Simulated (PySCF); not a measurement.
# A diatomic session: AuF

The task here is to estimate one member of a computed series from the others.

Program: PySCF 2.14.0. Level of theory: Au def2-TZVPP with ECP60, F def2-TZVPP, scalar-relativistic core potentials. These are calculated values, not measurements.

Set-up of the first run:

Settings of the job:

```json
{
 "atoms": "Au, F",
 "charge": "0",
 "basis": "Au def2-TZVPP with ECP60, F def2-TZVPP",
 "Hamiltonian": "scalar-relativistic core potentials",
 "basis functions": "87",
 "electrons treated": "28",
 "masses in u": "196.9666, 18.9984",
 "levels": "PBE0, PBE, r²SCAN, PW91, M06, TPSSh, BP86, HSE06, HF, MP2, SCS-MP2, CCSD, CCSD(T)",
 "grid": "80 radial by 434 angular points",
 "occupations": "held fixed by the projection of orbital angular momentum",
 "dissociation limit": "Au + F, each in its ground configuration",
 "starting distance in angstrom": "1.840",
 "values of 2S to try": "0, 2, 4"
}
```

Run with:

```sh
$ OMP_NUM_THREADS=1 python dia.py task.json out
```

Among the steps run: The job; First curve: PBE0; Excited determinants; PBE (GGA); r²SCAN; PW91; M06 (hybrid meta-GGA); TPSSh (hybrid meta-GGA); BP86 (GGA); HSE06 (range-separated hybrid); RHF (mean field); MP2 and coupled cluster.

One of the session's tables, all rows but one given; the rest of the session is left out.

Energy (eV) from each level's lowest point:

| R (Å) | RHF | RHF-MP2 | RHF-SCS-MP2 | RHF-CCSD | RHF-CCSD(T) |
| --- | --- | --- | --- | --- | --- |
| 1.667 | 1.448 | 1.001 | 1.081 | n/a | n/a |
| 1.745 | 0.692 | 0.386 | 0.439 | 0.510 | 0.508 |
| 1.823 | 0.259 | 0.084 | 0.113 | 0.151 | 0.151 |
| 1.881 | 0.085 | 0.000 | 0.013 | 0.030 | 0.031 |
| 1.939 | 0.007 | 0.003 | 0.000 | 0.000 | 0.000 |
| 1.997 | ? | ? | ? | ? | ? |
| 2.075 | 0.072 | 0.226 | 0.193 | 0.161 | 0.154 |
| 2.172 | 0.248 | 0.494 | 0.443 | 0.392 | 0.375 |
| 2.288 | 0.534 | 0.868 | 0.799 | 0.727 | 0.691 |
| 2.443 | 0.966 | 1.395 | 1.306 | n/a | n/a |

**Question.** Estimate the row for R (Å) = 1.997.

Worked estimate for «RHF». A straight line through the neighbours (1.939, 0.007) and (2.075, 0.072) gives 0.007 + (0.072 − 0.007) × (1.997 − 1.939) / (2.075 − 1.939) = 0.035; a parabola fitted to 4 rows on both sides gives 0.007.

The run gave: RHF: 0.000; RHF-MP2: 0.069; RHF-SCS-MP2: 0.052; RHF-CCSD: 0.037; RHF-CCSD(T): 0.035. In «RHF» the line misses by +0.035 and the parabola by +0.007.
